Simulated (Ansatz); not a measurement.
# As2: the cost of one run

The runs use Ansatz 0.2.0, Gaussian basis; aug-cc-pVTZ, core rule «outside noble gas», up to 28 orbitals frozen.

To be run: UHF; CCSD(T) on ROHF; CCSD(T) on UHF; BCCD(T) on ROHF; CCSDT(Q) on ROHF; CCSDT(Q) on UHF; CASSCF and MRCISD+Q, 10 electrons in 8 orbitals; CASSCF and NEVPT2, 10 electrons in 8 orbitals.

3 further runs of the same task are left out: 3 set aside as unsound or not needed. Runs told in other sessions of the task aren't counted.

### 1 What is computed

The geometry is a PBE0/def2-TZVPD stationary point (not a proven minimum) of the parent state, kept for this charge and spin. No spin-orbit coupling is included. The filled d shell of As may be among the frozen orbitals whatever the setting's name suggests.

2 atoms, charge 0, spin multiplicity 3.

Atoms are counted from 1 here; the program's logs count them from 0.

Bond lengths: As1–As2 2.176 Å.

### 2 UHF

The input, in.yaml:

```yaml
crystal:
  periodic: [false, false, false]
  atoms:
    - {symbol: As, position_ang: [0.000000, 0.000000, 0.000000]}
    - {symbol: As, position_ang: [0.000000, 0.000000, 2.176400]}
basis:
  gaussian: {orbitals: aug-cc-pVTZ}
magnetization: {spin_polarized: true, initial_magnetization: 2}
hamiltonian: {xc: hf}
output: {orbitals: {seedname: orbitals}}
```

Run with:

```sh
$ ansatz run in.yaml --threads 1 --pin off --events-out ev --progress --plain --max-ram 4096MiB --backend cpu
```

Q: Estimate wall time and peak memory on 1 thread of AMD EPYC 7R13, shared host.

About 25 s, with a peak of 0.36 GiB.
